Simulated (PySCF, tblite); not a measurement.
# C₁₄H₁₃F₃O₂SSi: excited states

Aim: compute the excited states of C₁₄H₁₃F₃O₂SSi (`O=S(=O)(c1ccc(Cc2ccc([SiH3])cc2)cc1)C(F)(F)F`).

Programs: tblite 0.8.0 and PySCF 2.14.0, with routines of our own; each step states its level. All values are computed. Atoms count from 0.

## 1. The system as given

34 atoms, charge 0, multiplicity 1; geometry from: force field or distance geometry start.

## 2. Relaxing the molecule with GFN2-xTB

Job settings and geometry (Å):

```
{"job": {"kind": "relax", "xc": "GFN2-xTB", "basis": "xTB"}, "charge": 0, "multiplicity": 1}
O     -5.614900    -0.221400    -0.914200
S     -4.862000    -0.060400     0.305900
O     -5.283200     0.902100     1.313600
C     -3.213300     0.429900    -0.183600
C     -2.415800     1.143100     0.722400
C     -1.135900     1.527900     0.323500
C     -0.643300     1.209600    -0.954500
C      0.758700     1.623500    -1.359000
C      1.849500     0.823800    -0.681100
C      2.620200     1.406000     0.329600
C      3.627300     0.670400     0.959200
C      3.876700    -0.667100     0.606500
Si     5.221700    -1.647900     1.465400
C      3.097700    -1.242200    -0.408500
C      2.085300    -0.495900    -1.038300
C     -1.470300     0.497300    -1.825300
C     -2.751900     0.111700    -1.453100
C     -4.550700    -1.689600     1.087100
F     -3.707800    -1.595400     2.163300
F     -3.973400    -2.569800     0.227600
F     -5.695700    -2.265300     1.546800
H     -2.776300     1.417700     1.706800
H     -0.500600     2.090400     1.037900
H      0.868400     2.684100    -1.161800
H      0.875200     1.525000    -2.446900
H      2.446200     2.437600     0.632000
H      4.215700     1.164900     1.740900
H      6.513400    -1.465100     0.740900
H      4.877900    -3.092800     1.453500
H      5.390300    -1.181300     2.864400
H      3.255500    -2.274000    -0.713200
H      1.491000    -0.978900    -1.814200
H     -1.113000     0.244400    -2.836300
H     -3.375700    -0.432700    -2.156200
```

Command:

```sh
> OMP_NUM_THREADS=2 python excited_run.py task.json out
```

This one command runs all jobs of the session in turn.

Log:

```text
step      E/eV     max force
  0   -1737.58811    2.971
  1   -1737.84575    1.316
  2   -1737.90006    0.556
  3   -1737.93241    0.500
  4   -1737.94737    0.434
  5   -1737.95410    0.179
  6   -1737.96035    0.138
  7   -1737.96329    0.115
  8   -1737.96558    0.087
  9   -1737.96706    0.067
 10   -1737.96821    0.072
 11   -1737.96910    0.054
 12   -1737.96981    0.058
 13   -1737.97034    0.041
 14   -1737.97083    0.040
 15   -1737.97135    0.045
 16   -1737.97194    0.058
 17   -1737.97253    0.052
 18   -1737.97305    0.045
 19   -1737.97349    0.041
 20   -1737.97388    0.047
 21   -1737.97420    0.039
 22   -1737.97443    0.028
 23   -1737.97459    0.024
 24   -1737.97476    0.031
 25   -1737.97497    0.033
 26   -1737.97525    0.047
 27   -1737.97556    0.046
 28   -1737.97580    0.028
 29   -1737.97599    0.026
 30   -1737.97617    0.026
 31   -1737.97638    0.037
 32   -1737.97657    0.032
 33   -1737.97672    0.022
 34   -1737.97684    0.019
 35   -1737.97697    0.018
 36   -1737.97710    0.021
 37   -1737.97720    0.017
 38   -1737.97727    0.014
 39   -1737.97733    0.013
 40   -1737.97738    0.015
 41   -1737.97746    0.016
 42   -1737.97754    0.021
 43   -1737.97763    0.022
 44   -1737.97773    0.020
 45   -1737.97782    0.023
 46   -1737.97792    0.017
 47   -1737.97802    0.018
 48   -1737.97813    0.020
 49   -1737.97825    0.029
 50   -1737.97839    0.032
 51   -1737.97853    0.024
 52   -1737.97870    0.031
 53   -1737.97892    0.033
 54   -1737.97919    0.040
 55   -1737.97947    0.040
 56   -1737.97973    0.026
 57   -1737.97995    0.027
 58   -1737.98013    0.026
 59   -1737.98026    0.023
 60   -1737.98035    0.020
 61   -1737.98043    0.021
 62   -1737.98052    0.023
 63   -1737.98062    0.023
 64   -1737.98074    0.025
 65   -1737.98087    0.022
 66   -1737.98101    0.021
 67   -1737.98115    0.026
 68   -1737.98130    0.024
 69   -1737.98147    0.024
 70   -1737.98165    0.029
 71   -1737.98183    0.025
 72   -1737.98197    0.023
 73   -1737.98210    0.020
 74   -1737.98224    0.021
 75   -1737.98242    0.030
 76   -1737.98263    0.037
 77   -1737.98284    0.028
 78   -1737.98307    0.030
 79   -1737.98333    0.032
 80   -1737.98364    0.046
 81   -1737.98393    0.042
 82   -1737.98418    0.030
 83   -1737.98439    0.023
 84   -1737.98461    0.041
 85   -1737.98484    0.048
 86   -1737.98506    0.034
 87   -1737.98526    0.028
 88   -1737.98546    0.030
 89   -1737.98567    0.040
 90   -1737.98587    0.039
 91   -1737.98607    0.024
 92   -1737.98624    0.025
 93   -1737.98639    0.020
 94   -1737.98649    0.018
 95   -1737.98657    0.018
 96   -1737.98664    0.016
 97   -1737.98671    0.020
 98   -1737.98677    0.014
 99   -1737.98680    0.009
```

Wall time 4.1 s (2 threads of Intel Xeon Platinum 8375C at 2.90GHz, shared host); peak memory 0.18 GiB.

The steps of the relaxation: (not every step is listed)

| step | energy from step 0 (eV) | largest force (eV/Å) |
| --- | --- | --- |
| 0 | 0.0000 | 2.9712 |
| 1 | -0.2576 | 1.3160 |
| 2 | -0.3120 | 0.5563 |
| 3 | -0.3443 | 0.4998 |
| 4 | -0.3593 | 0.4341 |
| 5 | -0.3660 | 0.1790 |
| 6 | -0.3722 | 0.1382 |
| 7 | -0.3752 | 0.1153 |
| 8 | -0.3775 | 0.0865 |
| 16 | -0.3838 | 0.0576 |
| 24 | -0.3867 | 0.0306 |
| 32 | -0.3885 | 0.0315 |
| 40 | -0.3893 | 0.0151 |
| 48 | -0.3900 | 0.0200 |
| 56 | -0.3916 | 0.0257 |
| 64 | -0.3926 | 0.0252 |
| 72 | -0.3939 | 0.0231 |
| 80 | -0.3955 | 0.0462 |
| 88 | -0.3974 | 0.0295 |
| 94 | -0.3984 | 0.0176 |
| 95 | -0.3985 | 0.0178 |
| 96 | -0.3985 | 0.0156 |
| 97 | -0.3986 | 0.0195 |
| 98 | -0.3987 | 0.0145 |
| 99 | -0.3987 | 0.0093 |

Distances of close pairs at the start and the end, largest changes first:

| bond | before (Å) | after (Å) | change (Å) |
| --- | --- | --- | --- |
| S1–C17 | 1.833 | 1.903 | +0.070 |
| C17–F20 | 1.362 | 1.324 | -0.038 |
| C17–F18 | 1.370 | 1.335 | -0.035 |
| C5–H22 | 1.109 | 1.079 | -0.030 |
| S1–O2 | 1.456 | 1.428 | -0.028 |
| Si12–H27 | 1.492 | 1.467 | -0.025 |
| C13–C14 | 1.407 | 1.382 | -0.025 |
| C17–F19 | 1.359 | 1.336 | -0.023 |

The end geometry stands in the next job.

## 3. Harmonic vibrations with GFN2-xTB

Job settings and geometry (Å):

```
{"job": {"kind": "ir", "xc": "GFN2-xTB", "basis": "xTB"}, "charge": 0, "multiplicity": 1}
O     -5.586490    -0.366630    -0.726920
S     -4.715479    -0.076085     0.366595
O     -5.198412     0.683948     1.474517
C     -3.135815     0.509712    -0.195803
C     -2.319047     1.192850     0.685961
C     -1.061988     1.580191     0.262767
C     -0.625337     1.283824    -1.027089
C      0.758365     1.681497    -1.456095
C      1.780607     0.856632    -0.711382
C      2.565443     1.417773     0.285528
C      3.498534     0.651157     0.959010
C      3.676765    -0.696947     0.665961
Si     5.000091    -1.713733     1.549165
C      2.873643    -1.251591    -0.326653
C      1.938903    -0.492086    -1.003953
C     -1.468834     0.591577    -1.890331
C     -2.730087     0.199572    -1.478634
C     -4.193582    -1.762491     1.078094
F     -3.297403    -1.577463     2.050677
F     -3.604338    -2.484185     0.120680
F     -5.213330    -2.452963     1.563616
H     -2.682540     1.414302     1.676455
H     -0.407333     2.111123     0.936965
H      0.919948     2.739378    -1.240843
H      0.871477     1.524144    -2.530139
H      2.454946     2.465471     0.529463
H      4.103945     1.111625     1.727003
H      6.273641    -1.542626     0.841749
H      4.609675    -3.124032     1.538849
H      5.131698    -1.226667     2.923875
H      2.984044    -2.297722    -0.575033
H      1.328544    -0.946770    -1.771522
H     -1.139060     0.359452    -2.891766
H     -3.404640    -0.332649    -2.129782
```

Log:

```text
mode    cm-1     km/mol
  1       6.6      0.21
  2      16.7      0.42
  3      19.3      0.19
  4      29.2      0.12
  5      33.7      0.09
  6      41.4      0.02
  7      44.0      0.26
  8      88.0      1.61
  9     112.2      4.30
 10     121.9      3.21
 11     131.1      2.46
 12     173.1      1.89
 13     179.7      0.78
 14     233.7      2.15
 15     256.2      0.77
 16     269.6      1.49
 17     291.8      2.86
 18     310.9     13.63
 19     312.6      1.07
 20     358.7      8.23
 21     360.0      1.41
 22     369.1      0.15
 23     377.1      7.76
 24     396.4      4.06
 25     443.7     40.89
 26     468.9     12.24
 27     474.1      1.70
 28     480.7     64.42
 29     511.6    254.31
 30     524.2    102.82
 31     545.5     62.11
 32     557.9     40.96
 33     599.0      0.85
 34     607.4      2.35
 35     634.5     39.82
 36     645.6     32.23
 37     663.1     55.88
 38     672.9     13.99
 39     703.8      1.79
 40     776.7    165.34
 41     782.1    356.86
 42     785.3    165.75
 43     793.8    116.05
 44     804.5     72.14
 45     848.1     12.60
 46     854.0     51.16
 47     873.5      0.13
 48     874.4      0.04
 49     915.1      0.29
 50     917.3      0.27
 51     925.3      0.02
 52     928.3      0.03
 53     935.8      4.59
 54     998.7     11.90
 55    1011.7      0.46
 56    1066.5    175.05
 57    1091.1    174.19
 58    1103.5     31.54
 59    1111.4      5.66
 60    1127.4     47.90
 61    1130.9      2.53
 62    1150.0      0.50
 63    1158.6     29.53
 64    1161.9    495.31
 65    1182.2     37.16
 66    1206.0      8.56
 67    1227.4     33.55
 68    1234.0      9.15
 69    1254.1      9.41
 70    1277.1     26.14
 71    1286.9     20.52
 72    1292.4    431.68
 73    1318.7      1.48
 74    1333.9      1.12
 75    1396.0      5.39
 76    1406.3      4.12
 77    1458.4      5.66
 78    1465.8      2.18
 79    1486.9      0.87
 80    1570.4      6.83
 81    1575.6     56.76
 82    1590.1      2.00
 83    1599.4     16.29
 84    2236.2    353.18
 85    2257.0    262.88
 86    2265.3    282.22
 87    2982.2     14.95
 88    2989.2     25.27
 89    3060.5     21.29
 90    3065.5     26.74
 91    3073.5     72.58
 92    3077.6     30.54
 93    3090.6     14.10
 94    3096.2      7.49
 95    3112.6      3.22
 96    3113.1      2.09
```

Wall time 8.1 s (2 threads of Intel Xeon Platinum 8375C at 2.90GHz, shared host); peak memory 0.18 GiB.

The strongest bands and the atoms that carry them (share of the mass-weighted mode):

| cm⁻¹ | km/mol | atoms |
| --- | --- | --- |
| 512 | 254.3 | S1 35 %, C3 16 % |
| 782 | 356.9 | H28 24 %, H27 19 %, H29 18 % |
| 1066 | 175.1 | C17 45 %, F19 10 % |
| 1162 | 495.3 | O0 21 %, O2 21 %, C17 18 %, S1 17 % |
| 1292 | 431.7 | S1 43 %, O2 28 %, O0 27 % |
| 2236 | 353.2 | H27 96 % |
| 2257 | 262.9 | H29 96 % |
| 2265 | 282.2 | H28 96 % |

## 4. Excited states: TDA wB97X-D/def2-SVP

Settings changed since step 3:

```diff
@@ -1,2 +1,2 @@
-{"job": {"kind": "ir", "xc": "GFN2-xTB", "basis": "xTB"}, "charge": 0, "multiplicity": 1}
+{"job": {"kind": "states", "xc": "wB97X-D", "basis": "def2-SVP", "tda": true, "soc": true, "nstates": 5, "ntriplets": 6, "nquad": 4}, "charge": 0, "multiplicity": 1}
 O     -5.586490    -0.366630    -0.726920
```

Level: TDA wB97X-D/def2-SVP excited states, vertical, gas phase, spin-orbit mean-field couplings.

Log:

```text
coarse grid: 31944 points
cycle   1  E = -1676.8637366436  dE =  5.331e+00  |g| = 1.598e+00  |ddm| = 7.316e+00
cycle   2  E = -1676.2709434555  dE =  5.928e-01  |g| = 2.499e+00  |ddm| = 3.753e+00
cycle   3  E = -1677.3733926359  dE = -1.102e+00  |g| = 1.567e-01  |ddm| = 2.366e+00
cycle   4  E = -1677.3765374777  dE = -3.145e-03  |g| = 1.122e-01  |ddm| = 2.780e-01
cycle   5  E = -1677.3790857946  dE = -2.548e-03  |g| = 1.515e-02  |ddm| = 1.170e-01
cycle   6  E = -1677.3791439939  dE = -5.820e-05  |g| = 5.878e-03  |ddm| = 3.035e-02
cycle   7  E = -1677.3791543457  dE = -1.035e-05  |g| = 2.105e-03  |ddm| = 1.042e-02
cycle   8  E = -1677.3791557333  dE = -1.388e-06  |g| = 6.861e-04  |ddm| = 3.634e-03
final grid: 307648 points
cycle   9  E = -1677.6102941739  dE = -2.371e-04  |g| = 9.163e-03  |ddm| = 8.126e-02
cycle  10  E = -1677.6103002365  dE = -6.063e-06  |g| = 8.263e-03  |ddm| = 1.787e-02
cycle  11  E = -1677.6103109318  dE = -1.070e-05  |g| = 9.648e-04  |ddm| = 6.718e-03
cycle  12  E = -1677.6103111250  dE = -1.932e-07  |g| = 5.739e-04  |ddm| = 1.874e-03
cycle  13  E = -1677.6103112036  dE = -7.860e-08  |g| = 1.854e-04  |ddm| = 9.157e-04
cycle  14  E = -1677.6103112115  dE = -7.861e-09  |g| = 4.638e-05  |ddm| = 2.351e-04
cycle  15  E = -1677.6103112124  dE = -9.745e-10  |g| = 1.514e-05  |ddm| = 1.142e-04
converged SCF energy = -1677.6103112124

Singlet excitations
state   eV       nm        f     d(h-e)  d(exc)  Lambda  PR(NTO)  |dmu|/D   mu/D   main configurations
  1   5.4521   227.4   0.01757   0.206   2.917   0.658   2.605    0.659    6.015   H-3->L 0.36, H-2->L+1 0.16, H->L+3 0.08
  2   5.4564   227.2   0.00396   0.157   2.907   0.607   2.830    0.626    5.969   H->L+3 0.31, H-1->L+2 0.22, H-3->L 0.10
  3   5.8353   212.5   0.44372   1.488   3.882   0.568   1.389    6.123   11.208   H->L 0.58, H-2->L 0.10, H->L+2 0.09
  4   6.3020   196.7   0.05179   0.404   3.196   0.689   2.899    1.622    6.912   H->L+1 0.22, H-2->L 0.18, H->L+2 0.18
  5   6.4182   193.2   0.05954   0.873   3.981   0.557   1.345                     H-4->L 0.38, H-2->L 0.24, H->L 0.11

Triplet excitations (Tamm-Dancoff)
state   eV     d(h-e)  d(exc)  Lambda  PR(NTO)   main configurations
  1   4.1214   0.115   2.692   0.684   2.696   H-2->L 0.29, H->L 0.20, H->L+2 0.13
  2   4.1689   0.032   2.560   0.736   3.275   H->L+2 0.27, H-2->L 0.21, H-1->L+3 0.16
  3   4.6796   0.204   2.763   0.688   1.157   H-3->L 0.82
  4   4.8069   0.124   2.740   0.661   3.046   H-3->L+1 0.29, H->L+3 0.13, H-1->L+2 0.10
  5   4.8400   0.066   2.728   0.655   2.984   H->L+3 0.28, H-1->L+2 0.21, H-3->L+1 0.14
  6   4.8656   0.038   2.664   0.788   2.405   H-1->L+3 0.51, H->L+2 0.18, H-3->L+1 0.09
S1 - T1 = 1.3308 eV

Spin-orbit couplings |<S|Hso|T>| (cm-1)
             T1       T2       T3       T4       T5       T6
S0        0.557    0.390    0.733    0.811    0.135    0.254
S1        0.249    0.230    0.130    0.069    0.098    0.041
S2        0.283    0.124    0.058    0.096    0.056    0.028
S3        0.644    0.149    0.381    0.290    0.394    0.158
S4        0.106    0.186    0.100    0.098    0.146    0.097
S5        2.803    1.024    0.792    1.582    0.537    0.313
T1 sublevels (cm-1): 0.000 0.000 0.000   radiative rates (1/s): 0.0319 0.0027 0.182
```

Wall time 3.6 min (2 threads of Intel Xeon Platinum 8375C at 2.90GHz, shared host); peak memory 2.6 GiB.

In short:

| quantity | value |
| --- | --- |
| S1 less T1 | 1.33 eV |

The fields below are evaluated on a grid from the run's orbitals.

Frontier orbitals at wB97X-D/def2-SVP, with the share of their density that lies nearest to each atom:

| orbital | energy (eV) | lies on |
| --- | --- | --- |
| HOMO | -9.12 | C8, C11 about 23 % each; C10, C14 about 10 % each |
| LUMO | 0.01 | C3, C6 about 19 % each; C4, C16 about 9 % each; S1 8 % |

ELF in a plane through or near 8 of the atoms.

Ten even steps from '0' (0.00) to '9' (1.00):
```
0000000000000000000000000000
0000000000000000000000000000
0000000000000000000000000000
0000000000001000000000000000
0000000000014400000000000000
0000000000026533310000000000
0000000013575395722200000000
0000000003638654625500000000
0000001200515155238700430000
0000002540275022056524862000
0029924616233000046546683000
0079987918421000011155762000
0079923765310000000383110000
0028815321100000001332000000
0000169910000000001367710000
0000079930000000000065710000
0000049820000000000067400000
0000002100000000000012000000
0000000000000000000000000000
0000000000000000000000000000
```
The map spans 17.9 Å across and 11.7 Å up, centred on the molecule. Atoms in the plane (x, y in Å): C6 (0.8, 1.6), C7 (-0.6, 2.3), C8 (-1.7, 1.3), C11 (-3.7, -0.7), Si12 (-5.2, -1.9), C17 (4.0, -2.3), F20 (5.0, -3.3), H27 (-6.4, -1.2).

On the surface of density 0.002 e/bohr³ the electrostatic potential runs, from the 1st to the 99th percentile, from -1.49 V near O0 to 1.28 V near H32.

## 5. What came out

```
                                 quantity                  value
strongest single infrared mode (GFN2-xTB)  1162 cm⁻¹, 495 km/mol
             zero-point energy (GFN2-xTB)         144.1 kcal/mol
S1 less T1 (step 4, TDA wB97X-D/def2-SVP)                1.33 eV
    surface potential, 1st and 99th percentile     -1.49 V and 1.28 V
```

All 96 modes are real, so the xTB geometry is a minimum. GFN2-xTB is a fitted tight-binding method: band positions and strengths are rough. Its intensities can rank the bands wrongly. In step 4 some excited states are degenerate or nearly so. In step 4, the number of triplets below S1 is at least 6, and the largest singlet-triplet spin-orbit coupling is S5–T1, 2.80 cm⁻¹.
